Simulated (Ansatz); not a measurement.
Predict the output of the script below (Ansatz 0.2.0 through its Python package).

Contents of `ch3fmgo.xyz`:
```text
7

C     0.06580    0.98400    0.19530
O    -0.03600   -0.01900    1.10390
Mg   -0.08700   -1.67350   -0.02960
F    -0.00170   -3.29000   -1.11830
H    -0.87400    0.97940   -0.49060
H     0.03250    2.01330    0.72280
H     0.96170    0.93790   -0.42930
```

`ch3fmgo_energy.py`
```python
'''Single point of CH3FMgO in a Gaussian basis.'''

import json

import ansatz as az

config = {
    'basis': 'def2-SVP',
    'functional': 'lc_wpbe',
}

molecule = az.Crystal.molecule_from_extxyz('ch3fmgo.xyz')

calculation = molecule.calculation().basis(gaussian=config['basis']).functional(config['functional'])
result = calculation.run(threads=1, backend='cpu')
rep = result.report

print(f'E = {rep["free_energy_ev"]:.6f} eV = {rep["free_energy_ev"] / 27.211386246:.7f} Ha')
print('converged:', rep['converged'], ' doubts:', rep['published_state_doubts'] or 'none')

field = rep['mean_field']
print('<S^2> =', round(abs(field['state']['spin_squared']), 4), ' all-electron relativity setting:', field['relativity'])
print('passes:', field['passes'])
if 'symmetry' in field:
    print('occupied orbitals by irrep:', field['symmetry']['occupied'])
with open('ch3fmgo.json', 'w') as handle:
    json.dump({k: rep[k] for k in ('free_energy_ev', 'reference_energy_ev', 'n_occupied', 'n_virtual')}, handle, indent=1)
```

Output of `python ch3fmgo_energy.py`:
```text
E = -11284.015777 eV = -414.6799312 Ha
converged: True  doubts: none
<S^2> = 0.0  all-electron relativity setting: none
passes: {'evaluations': 15, 'products': 13}
occupied orbitals by irrep: [{'A': 19}, {'A': 19}]
```

It writes `ch3fmgo.json`:
```json
{
 "free_energy_ev": -11284.015776900858,
 "reference_energy_ev": -11284.015776900858,
 "n_occupied": [
  19,
  19
 ],
 "n_virtual": [
  56,
  56
 ]
}
```

Total energies depend on the basis set; only differences at equal settings carry meaning. The geometry is a force-field or estimated start, not a minimum of this method, and the basis set is short of its limit. Finished in 2.5 s on 1 thread of Arm Neoverse V1, on a shared host, peak memory 0.18 GiB.

(Lines on the test bed's own set-up are left out of the output.)
